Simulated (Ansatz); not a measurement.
Crystal: Ta3AsAu2O13.

```xyz
19
Lattice="5.7238 -0.0075 -0.0040 1.3028 6.2550 0.0056 0.2757 1.3007 8.3675" Properties=species:S:1:pos:R:3 pbc="T T T"
Ta    1.8016    2.6675    4.8901
Ta    0.6106    1.9943    8.3559
Ta    4.2828    4.5395    4.2252
As    4.7578    6.6860    6.9518
Au    3.4916    0.8150    1.5556
Au    1.4492    5.7148    3.7432
O     4.8936    5.2811    5.9496
O     3.3221    1.7411    5.8246
O     6.2809    6.7422    7.6940
O     3.3672    6.6706    7.9235
O     4.5687    1.8638    0.2577
O     1.7240    1.5064    0.9269
O     0.9962    1.2256    4.1088
O     3.3758    2.9946    3.6400
O     0.9058    2.6910    6.5776
O     6.1615    3.9169    3.8186
O     4.0664    5.7780    2.9290
O     2.4385    4.7506    5.2300
O     6.5613    6.2408    1.8957
```

The cell was built by a generator and needn't be a form met in nature.

Base run:

| Quantity | Value |
| --- | --- |
| Program | Ansatz 0.2.0 |
| Functional | RPBE |
| Potentials or basis | all-electron LAPW, scalar-relativistic |
| Cutoff | 522 eV |
| Density cutoff | 2087 eV |
| Basis error allowed | 0.003 eV/atom |
| k mesh | 4 × 4 × 3 |
| Occupations | fermi-dirac, width 0.05 eV |
| Spin | no spin polarisation |

Its results: band gap on the k mesh 1.31 eV, indirect (least direct gap 1.38 eV); pressure 3.1 GPa; largest force 0.271 eV/Å.

Question: After a change of settings the same cell gave: band gap on the k mesh 1.29 eV, indirect (least direct gap 1.36 eV); pressure 0.1 GPa; largest force 0.021 eV/Å. Which change was it?
A. functional from RPBE to PBE; hubbard terms from none to Au d U = 3 eV, Ta d U = 3 eV
B. functional from RPBE to revPBE
C. functional from RPBE to PBE
D. functional from RPBE to LDA

Answer: C.

PBE binds more tightly than RPBE, so the same cell stands under less pressure.

Caveats: spin-orbit coupling is left out, which moves the levels of the heavy elements; an odd mesh through Γ misses points on the zone boundary, where band edges often lie (some runs).

Not every run made on this cell is shown here.
